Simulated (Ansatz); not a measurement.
**SiGeH5 (doublet): from Hartree-Fock to the top rungs at distance Ge1–H5 along a hydrogen transfer = 2.110 Å, cc-pVDZ**

Aim: climb from Hartree-Fock through coupled cluster and multireference methods for SiGeH5 (doublet) at one geometry and basis, and see what each rung misses.

Method: cc-pVDZ, core rule «outside noble gas», up to 19 orbitals frozen; program: Ansatz 0.2.0, Gaussian basis.

To be run: UHF; CCSD(T) on ROHF; CCSD(T) on UHF; BCCD(T) on ROHF; CISD; CCSDT(Q) on ROHF; CCSDT(Q) on UHF; CASSCF and MRCISD+Q, 3 electrons in 3 orbitals; CASSCF and NEVPT2, 3 electrons in 3 orbitals.

## 1. The geometry

The geometry derives from fragments relaxed apart (PBE0/def2-TZVP) and kept rigid, so it is no stationary point. A hydrogen atom is moved between rigid fragments. No spin-orbit coupling is included. The filled d shell of Ge may be among the frozen orbitals whatever the setting's name suggests; the logs give the count.

7 atoms, charge 0, spin multiplicity 2.

Atoms are counted from 1 here; the program's logs count them from 0.

Bond lengths: Ge1–H2 1.534 Å, Ge1–H3 1.534 Å, Ge1–H4 1.534 Å, H5–Si6 1.670 Å, Si6–H7 1.532 Å. Angles: H2–Ge1–H3 109.5°, H2–Ge1–H4 109.5°, H3–Ge1–H4 109.5°, H5–Si6–H7 105.0°.

## 2. UHF

in.yaml reads:

```yaml
crystal:
  periodic: [false, false, false]
  atoms:
    - {symbol: Ge, position_ang: [-1.049050, 0.014100, 0.000000]}
    - {symbol: H, position_ang: [-1.560500, 1.460699, 0.000001]}
    - {symbol: H, position_ang: [-1.560500, -0.709200, 1.252791]}
    - {symbol: H, position_ang: [-1.560500, -0.709199, -1.252792]}
    - {symbol: H, position_ang: [1.060950, 0.014100, 0.000000]}
    - {symbol: Si, position_ang: [2.730950, 0.014100, 0.000000]}
    - {symbol: H, position_ang: [3.127384, -1.465414, -0.000001]}
basis:
  gaussian: {orbitals: cc-pVDZ}
magnetization: {spin_polarized: true, initial_magnetization: 1}
hamiltonian: {xc: hf}
output: {orbitals: {seedname: orbitals}}
```

Run with:

```bash
ansatz run in.yaml --threads 1 --pin off --events-out ev --progress --plain --max-ram 2816MiB --backend cpu
```

Further steps of the session: CCSD(T) on ROHF; CCSD(T) on UHF; BCCD(T) on ROHF; CISD; CCSDT(Q) on ROHF; CCSDT(Q) on UHF; CASSCF and MRCISD+Q, 3 electrons in 3 orbitals; CASSCF and NEVPT2, 3 electrons in 3 orbitals.

Q: Predict the results of all the runs planned. Wanted: UCCSDT(Q) below the RHF energy; RMP2 from UCCSDT(Q); UMP2 from UCCSDT(Q); RCCSD from UCCSDT(Q); RCCSD(T) from UCCSDT(Q); UCCSD(T) from UCCSDT(Q); RCCSDT(Q) from UCCSDT(Q); T1 diagnostic.

**Answer**, as computed:

| quantity | value |
| --- | --- |
| UCCSDT(Q) below the RHF energy | -6.9000 eV |
| RMP2 from UCCSDT(Q) | +38.61 kcal/mol |
| UMP2 from UCCSDT(Q) | +40.76 kcal/mol |
| RCCSD from UCCSDT(Q) | +4.63 kcal/mol |
| RCCSD(T) from UCCSDT(Q) | +1.08 kcal/mol |
| UCCSD(T) from UCCSDT(Q) | +1.26 kcal/mol |
| RCCSDT(Q) from UCCSDT(Q) | +0.06 kcal/mol |
| levels within 1 kcal/mol (43 meV) | RCCSDT, UCCSDT, RCCSDT(Q) |
| T1 diagnostic | 0.024 |

In words: RCCSD(T) misses by +1.08 kcal/mol, 0.7 % of the correlation energy. These misses are within one basis, not against nature; the frozen cores of restricted and unrestricted runs differ, which can shift their rows.
